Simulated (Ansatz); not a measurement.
# AlBrCl₂: how energies converge with the basis set

One table from this session's results is given with a row withheld; the runs are named, their logs left out.

Method: one geometry, several basis sets; program: Ansatz 0.2.0, Gaussian basis.

Plan: PBE0-D4/def2-SVP; ωB97M-V/def2-SVP; PBE0-D4/def2-QZVPP; ωB97M-V/def2-QZVPP; the functionals' def2-TZVPP values are taken from earlier runs.

## The relaxed structure

An earlier PBE0-D4 in a triple-zeta def2 set relaxation fixed the geometry.

SMILES `[Cl][Al]([Cl])[Br]`, 4 atoms, charge 0, spin multiplicity 1.

Atoms are counted from 1 here; the program's logs count them from 0.

Bond lengths: Cl1–Al2 2.070 Å, Al2–Cl3 2.070 Å, Al2–Br4 2.225 Å. Angles: Cl1–Al2–Cl3 119.7°, Cl1–Al2–Br4 120.2°, Cl3–Al2–Br4 120.2°.

Set-up of the first run:

Input file in.yaml:

```yaml
crystal:
  periodic: [false, false, false]
  atoms:
    - {symbol: Cl, position_ang: [-0.005094, 0.383326, 2.045193]}
    - {symbol: Al, position_ang: [0.031433, -0.036397, 0.018182]}
    - {symbol: Cl, position_ang: [1.078489, -1.685277, -0.668218]}
    - {symbol: Br, position_ang: [-1.049229, 1.278049, -1.415457]}
basis:
  gaussian: {orbitals: def2-SVP}
hamiltonian: {xc: pbe0, dispersion: d4}
output: {orbitals: {seedname: orbitals}}
```

The run is started by

```bash
ansatz run in.yaml --threads 2 --pin off --events-out ev --progress --plain --max-ram 32768MiB --backend cpu
```

Steps of the session up to this table: PBE0-D4 in def2-SVP; ωB97M-V in def2-SVP; PBE0-D4 in def2-QZVPP; ωB97M-V in def2-QZVPP.

One table of the session follows, with a row left open; its other results are not shown here.

It belongs to the step «Density functionals: the series». 

```
functional       basis  HOMO (eV)
   PBE0-D4    def2-SVP      -8.86
   PBE0-D4  def2-TZVPP      -8.96
   PBE0-D4  def2-QZVPP          ?
   ωB97M-V    def2-SVP     -11.02
   ωB97M-V  def2-TZVPP     -11.17
   ωB97M-V  def2-QZVPP     -11.20
```

**Question.** Estimate the row for PBE0-D4, def2-QZVPP.

As computed: HOMO (eV): -8.98. In the column «HOMO (eV)» it lies between ωB97M-V, def2-SVP (-11.02) and PBE0-D4, def2-TZVPP (-8.96).
